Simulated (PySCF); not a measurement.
# RuO₂⁻: relaxation and vibrations of the sextet

Aim: relax RuO₂⁻ as a sextet from a end-on start, check by its vibrations whether the end is a minimum, and collect its spectrum and constants.

Program: PySCF 2.14.0. Level of theory: PBE0, basis Ru def2-SVPD with ECP28, O def2-SVPD, scalar-relativistic core potentials, no spin–orbit coupling, density fitting. These are calculated values, not measurements.

### Step 1. The system as given

3 atoms, charge -1, spin multiplicity 6.

Bond lengths: Ru1–O2 1.936 Å, O2–O3 1.445 Å. Angles: Ru1–O2–O3 119.9°.

Coordinates in bohr (charge -1 multiplicity 6):
```
Ru    0.0000    0.0000    0.0000
O     0.0000    0.0000    3.6593
O     2.3674    0.0000    5.0199
```

### Step 2. The SCF at the typed geometry

The steps below are one call of a driver around PySCF. For each, scf.py gives the equivalent set-up of the SCF; relaxations use the driver's own optimiser. After this first run the driver tries any further starts and a stability analysis.

scf.py reads:

```python
from pyscf import gto, scf, dft
mol = gto.M(atom='''
Ru     0.000000     0.000000     0.000000
O      0.000000     0.000000     1.936400
O      1.252800     0.000000     2.656400''',
    basis={'Ru': 'def2-SVPD', 'O': 'def2-SVPD'},
    ecp={'Ru': 'def2-SVPD'},
    charge=-1, spin=5)
mf = dft.UKS(mol, xc='PBE0')
mf.grids.atom_grid = (50, 194)
aux = {'Ru': 'def2-universal-JKFIT', 'O': 'def2-universal-JKFIT'}
mf = mf.density_fit(auxbasis=aux)
mf.conv_tol = 1e-08
mf.diis_space = 10
mf.max_cycle = 60
mf.init_guess = 'minao'
mf.verbose = 4
mf.kernel()
```

Launch:

```
OMP_NUM_THREADS=2 python axn.py task.json out
```

Output (excerpt; [...] marks lines left out):

```text
[... the frontier levels of the middle cycles are left out ...]
init E= -235.596831578481
[... the frontier-level lines of each cycle are left out ...]
cycle= 1 E= -243.663306824256  delta_E= -8.07  |g|= 1.31  |ddm|= 2.54
cycle= 2 E= -229.638404763011  delta_E=   14  |g|= 3.54  |ddm|= 60.2
cycle= 3 E= -244.476947027117  delta_E= -14.8  |g|= 0.688  |ddm|= 59.8
cycle= 4 E= -243.252653905585  delta_E= 1.22  |g|=  1.8  |ddm|= 2.31
cycle= 5 E= -244.36435331952  delta_E= -1.11  |g|= 0.93  |ddm|= 1.41
cycle= 6 E= -244.608818958708  delta_E= -0.244  |g|= 0.658  |ddm|= 1.12
cycle= 7 E= -244.693817967125  delta_E= -0.085  |g|= 0.53  |ddm|= 0.221
cycle= 8 E= -244.813576039377  delta_E= -0.12  |g|= 0.313  |ddm|= 0.551
cycle= 9 E= -244.874166911588  delta_E= -0.0606  |g|= 0.0898  |ddm|= 0.521
cycle= 10 E= -244.878578754618  delta_E= -0.00441  |g|= 0.0338  |ddm|= 0.107
cycle= 11 E= -244.879837527315  delta_E= -0.00126  |g|= 0.0282  |ddm|= 0.0815
cycle= 12 E= -244.881234674013  delta_E= -0.0014  |g|= 0.0225  |ddm|= 0.0976
cycle= 13 E= -244.883079877319  delta_E= -0.00185  |g|= 0.0111  |ddm|= 0.136
cycle= 14 E= -244.884129502081  delta_E= -0.00105  |g|= 0.0159  |ddm|= 0.0938
[... 25 cycles left out ...]
cycle= 40 E= -244.894794823142  delta_E= -2.21e-05  |g|= 0.00116  |ddm|= 0.0269
cycle= 41 E= -244.894820677567  delta_E= -2.59e-05  |g|= 0.000966  |ddm|= 0.0349
cycle= 42 E= -244.894851100359  delta_E= -3.04e-05  |g|= 0.000598  |ddm|= 0.0513
cycle= 43 E= -244.894863476024  delta_E= -1.24e-05  |g|= 0.000887  |ddm|= 0.0268
cycle= 44 E= -244.894865895327  delta_E= -2.42e-06  |g|= 0.000907  |ddm|= 0.00764
cycle= 45 E= -244.894864102867  delta_E= 1.79e-06  |g|= 0.000778  |ddm|= 0.00594
cycle= 46 E= -244.894873585643  delta_E= -9.48e-06  |g|= 0.00231  |ddm|= 0.0377
cycle= 47 E= -244.894859903636  delta_E= 1.37e-05  |g|= 0.00346  |ddm|= 0.0425
cycle= 48 E= -244.894877781801  delta_E= -1.79e-05  |g|= 0.00286  |ddm|= 0.0821
cycle= 49 E= -244.894883104196  delta_E= -5.32e-06  |g|= 9.1e-05  |ddm|= 0.0224
cycle= 50 E= -244.894883350815  delta_E= -2.47e-07  |g|= 0.000332  |ddm|= 0.00985
cycle= 51 E= -244.89488341463  delta_E= -6.38e-08  |g|= 0.00015  |ddm|= 0.000634
cycle= 52 E= -244.894883443584  delta_E= -2.9e-08  |g|= 4.76e-05  |ddm|= 0.00157
cycle= 53 E= -244.894883446002  delta_E= -2.42e-09  |g|= 1.47e-05  |ddm|= 0.000413
Extra cycle  E= -244.894883446191  delta_E= -1.89e-10  |g|= 3.03e-05  |ddm|= 6.19e-05
converged SCF energy = -244.894883446191  <S^2> = 8.7648153  2S+1 = 6.0049364
```

This step, with its further starts and checks, ran for 14 s (2 threads of AMD EPYC 7R43 (Zen 3), shared host).

The starts that the driver tried:

| start | energy (Eh) |
| --- | --- |
| the minimal-basis guess | -244.894883 |
| a thermally smeared density | -244.895197 |
| a smeared PBE density | -244.894883 |

The first run landed in a state that is too high. Following the other starts and the instabilities gains 0.8 kJ/mol (-244.89520 Eh), and the work goes on from there.

### Step 3. Relaxing the sextet from the end-on start

The program finds Cs symmetry in the start, which this walk keeps. Threshold on the gradient: 0.0003 Eh/bohr, with a further test on the energy change.

Edit scf.py of step 2 so:

```diff
@@ -3,3 +3,3 @@
-Ru     0.000000     0.000000     0.000000
-O      0.000000     0.000000     1.936400
-O      1.252800     0.000000     2.656400''',
+Ru    -0.149659     0.000000    -0.548653
+O     -0.149659     0.000000     1.387747
+O      1.103141     0.000000     2.107747''',
@@ -16 +15,0 @@
-mf.init_guess = 'minao'
```

Steps of the walk:

| step | energy (Eh) | change (kJ/mol) | largest symmetric gradient (Eh/bohr) |
| --- | --- | --- | --- |
| 0 | -244.895197 | 0.00 | 0.04300 |
| 1 | -244.901695 | -17.06 | 0.00848 |
| 2 | -244.902001 | -17.87 | 0.00522 |
| 3 | -244.903435 | -21.63 | 0.00604 |
| 4 | -244.903728 | -22.40 | 0.01000 |
| 5 | -244.904110 | -23.40 | 0.01362 |
| 6 | -244.904886 | -25.44 | 0.02182 |
| 7 | -244.908289 | -34.37 | 0.03452 |
| 8 | -244.913406 | -47.81 | 0.03867 |
| 9 | -244.916292 | -55.39 | 0.03774 |
| 10 | -244.919934 | -64.95 | 0.01826 |
| 11 | -244.920424 | -66.23 | 0.01579 |
| 12 | -244.921017 | -67.79 | 0.00624 |
| 13 | -244.921122 | -68.07 | 0.00144 |
| 14 | -244.921126 | -68.08 | 0.00024 |
| 15 | -244.921127 | -68.08 | 0.00005 |

The walk took 49 s.

Positions (Å) and forces (eV/Å) along the way:

```
step 0
Ru  -0.150   0.000  -0.549   0.181  -0.002   0.487
O   -0.150   0.000   1.388   2.029   0.006   1.069
O    1.103   0.000   2.108  -2.210  -0.004  -1.555
step 1
Ru  -0.137   0.000  -0.523   0.074   0.000  -0.243
O   -0.113   0.000   1.409   0.025   0.001   0.437
O    1.054   0.000   2.060  -0.099  -0.001  -0.194
step 8
Ru   0.111   0.000  -0.380   0.260   0.000   1.988
O   -0.374   0.000   1.681   0.956   0.000  -0.981
O    1.067   0.000   1.646  -1.217   0.000  -1.008
step 15
Ru   0.154   0.000  -0.275   0.002   0.000   0.003
O   -0.387   0.000   1.676  -0.001   0.000  -0.002
O    1.037   0.000   1.546  -0.001   0.000  -0.001
```

It settles in C2v symmetry, 68.1 kJ/mol below the start, after 15 steps: O–O 1.430 Å, Ru–O 2.025 Å (×2); O–O–Ru 69.3° (×2), O–Ru–O 41.4°.

### Step 4. Vibrations and properties at this point

On the finer grid the gradient is checked again; gradients at displacements of ±0.02 bohr then give force constants and infrared intensities.

Edit scf.py of step 3 so:

```diff
@@ -3,3 +3,3 @@
-Ru    -0.149659     0.000000    -0.548653
-O     -0.149659     0.000000     1.387747
-O      1.103141     0.000000     2.107747''',
+Ru    -0.040846     0.000000    -0.450704
+O     -0.582026     0.000000     1.500268
+O      0.842259     0.000000     1.371189''',
@@ -10 +10 @@
-mf.grids.atom_grid = (50, 194)
+mf.grids.atom_grid = (75, 302)
@@ -13 +13 @@
-mf.conv_tol = 1e-08
+mf.conv_tol = 1e-10
```

This SCF starts from the last density.

Log of the central SCF (cycles and frontier levels):

```text
init E= -244.921151844452
[... the frontier-level lines of each cycle are left out ...]
cycle= 1 E= -244.921151844451  delta_E= 5.68e-13  |g|= 1.77e-06  |ddm|= 3.11e-06
Extra cycle  E= -244.921151844441  delta_E= 1.03e-11  |g|= 5.18e-06  |ddm|= 6.89e-06
converged SCF energy = -244.921151844441  <S^2> = 8.7586688  2S+1 = 6.0028889
```

The whole step took 20 s.

Geometry: C2v; O–O 1.430 Å, Ru–O 2.025 Å (×2); O–O–Ru 69.3° (×2), O–Ru–O 41.4°.

Modes, for the most abundant isotopes:

```tsv
symmetry	ω (cm⁻¹)	IR (km/mol)	μ (u)
b2	353	47.4	16.52
a1	445	72.2	19.87
a1	912	170	16.10
```

No imaginary mode, so this is a minimum.

Constants and moments:

```yaml
Dipole_moment_about_the_centre_of_mass: 1.81 D
Highest_occupied_level: -0.08 eV
Lowest_empty_level: 2.54 eV
Rotational_constants: 1.031, 0.193, 0.1625 cm⁻¹
Zero-point_energy: 10.2 kJ/mol
Principal_polarisabilities: 83.4, 84.2, 97.4 bohr³
Principal_traceless_quadrupole_moments_about_the_centre_of_mass: -12.76, 5.31, 7.44 D Å
Entropy_at_298.15_K_and_1_bar_electronic_part_spin_only: 285.9 J/(mol K)
Heat_capacity_Cp_at_298.15_K: 47.6 J/(mol K)
Enthalpy_at_298.15_K_above_0_K: 11.70 kJ/mol
Rotational_symmetry_number: 2
Spin_squared_⟨S²⟩: 8.759
```

Charges (e) and bond orders:

```tsv
atom	Mulliken	Löwdin	polar tensor	spin (Mulliken)	Mayer order to Ru1
Ru1	0.12	0.16	0.07	4.49	–
O2,3	-0.56	-0.58	-0.53	0.26	0.49
```

Outer orbital energies (eV). α occupied: -4.68, -3.64, -3.05, -2.91, -2.29, -1.10, -0.31, -0.08; empty: 3.91, 4.04, 5.00, 5.88. β occupied: -23.65, -15.51, -6.21, -5.90, -5.27, -2.44, -0.87, -0.67; empty: 2.54, 3.14, 3.24, 3.70.

Mulliken populations on Ru1 (outside its core potential): s 3.03, p 6.37, d 6.46, f 0.01.

### Step 5. Summary of results

```
                                          quantity                                                            value
                                           minimum                                                      sextet, C2v
                                          geometry  O–O 1.430 Å, Ru–O 2.025 Å (×2); O–O–Ru 69.3° (×2), O–Ru–O 41.4°
                                wavenumbers (cm⁻¹)                                     353 (b2), 445 (a1), 912 (a1)
                    dipole moment (centre of mass)                                                           1.81 D
highest occupied, lowest empty level (either spin)                                                   -0.08, 2.54 eV
                        polar-tensor charge of Ru1                                                          +0.07 e
                                 zero-point energy                                                      10.2 kJ/mol
                               entropy at 298.15 K                                                  285.9 J/(mol K)
                                              ⟨S²⟩                                                            8.759
```

In words: From Cs at the start the molecule goes to a C2v minimum. In the infrared the band at 912 cm⁻¹ (a1) leads. Most of the spin sits on Ru1 (Mulliken spin 4.49, against 5 for the whole molecule). Only this shape and spin were tried, so other structures or states may lie lower. One determinant may miss the lowest occupation of an open d or f shell.

The search up to here took 83 s.
